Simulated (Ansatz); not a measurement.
**C2H6OSi: how energies converge with the basis set**

How large a basis does C2H6OSi need? Two functionals are run in growing sets.

Program: Ansatz 0.2.0, Gaussian basis. Level of theory: one geometry, several basis sets. These are calculated values, not measurements.

Plan: PBE0-D4/def2-SVP; ωB97M-V/def2-SVP; PBE0-D4/def2-QZVPP; ωB97M-V/def2-QZVPP; the functionals' def2-TZVPP values are taken from earlier runs.

### Step 1. The geometry

All runs share one geometry, relaxed beforehand with PBE0-D4 in a triple-zeta def2 set.

SMILES `C[SiH2]C=O`, 10 atoms, charge 0, spin multiplicity 1.

Atoms are counted from 1 here; the program's logs count them from 0.

Bond lengths: C1–Si2 1.860 Å, C1–H5 1.092 Å, C1–H6 1.092 Å, C1–H7 1.092 Å, Si2–C3 1.926 Å, Si2–H8 1.490 Å, Si2–H9 1.490 Å, C3–O4 1.206 Å, C3–H10 1.118 Å. Angles: Si2–C1–H5 110.3°, Si2–C1–H6 110.3°, Si2–C1–H7 111.2°, H5–C1–H6 107.9°, H5–C1–H7 108.6°, H6–C1–H7 108.6°, C1–Si2–C3 109.6°, C1–Si2–H8 112.8°, C1–Si2–H9 112.8°, C3–Si2–H8 106.9°, C3–Si2–H9 106.9°, H8–Si2–H9 107.6°, Si2–C3–O4 122.1°, Si2–C3–H10 118.9°, O4–C3–H10 119.0°.

### Step 2. PBE0-D4 in def2-SVP

File in.yaml:

```yaml
crystal:
  periodic: [false, false, false]
  atoms:
    - {symbol: C, position_ang: [-0.937126, -0.566359, -0.936431]}
    - {symbol: Si, position_ang: [-0.300540, 0.187770, 0.639859]}
    - {symbol: C, position_ang: [1.592550, 0.503918, 0.485056]}
    - {symbol: O, position_ang: [2.209168, 0.226124, -0.513810]}
    - {symbol: H, position_ang: [-0.425095, -1.509246, -1.138875]}
    - {symbol: H, position_ang: [-0.751221, 0.103114, -1.778708]}
    - {symbol: H, position_ang: [-2.010096, -0.759358, -0.875975]}
    - {symbol: H, position_ang: [-0.495923, -0.696662, 1.823075]}
    - {symbol: H, position_ang: [-0.934715, 1.500164, 0.949398]}
    - {symbol: H, position_ang: [2.136200, 0.959334, 1.349310]}
basis:
  gaussian: {orbitals: def2-SVP}
hamiltonian: {xc: pbe0, dispersion: d4}
output: {orbitals: {seedname: orbitals}}
```

On the command line:

```
ansatz run in.yaml --threads 2 --pin off --events-out ev --progress --plain --max-ram 4352MiB
```

Further steps of the session: ωB97M-V in def2-SVP; PBE0-D4 in def2-QZVPP; ωB97M-V in def2-QZVPP.

Q: Predict the results of all the runs planned. Wanted: PBE0-D4: double and triple zeta above quadruple; ωB97M-V: double and triple zeta above quadruple.

The runs gave:

```
                                       quantity          value
PBE0-D4: double and triple zeta above quadruple  8.16, 0.51 eV
ωB97M-V: double and triple zeta above quadruple  8.37, 0.48 eV
```

**Reading.** PBE0-D4 gains 7.65 eV from double to triple zeta, then 0.51 eV more. These are total energies; as a rule much of such shifts cancels in differences, which this series doesn't test.
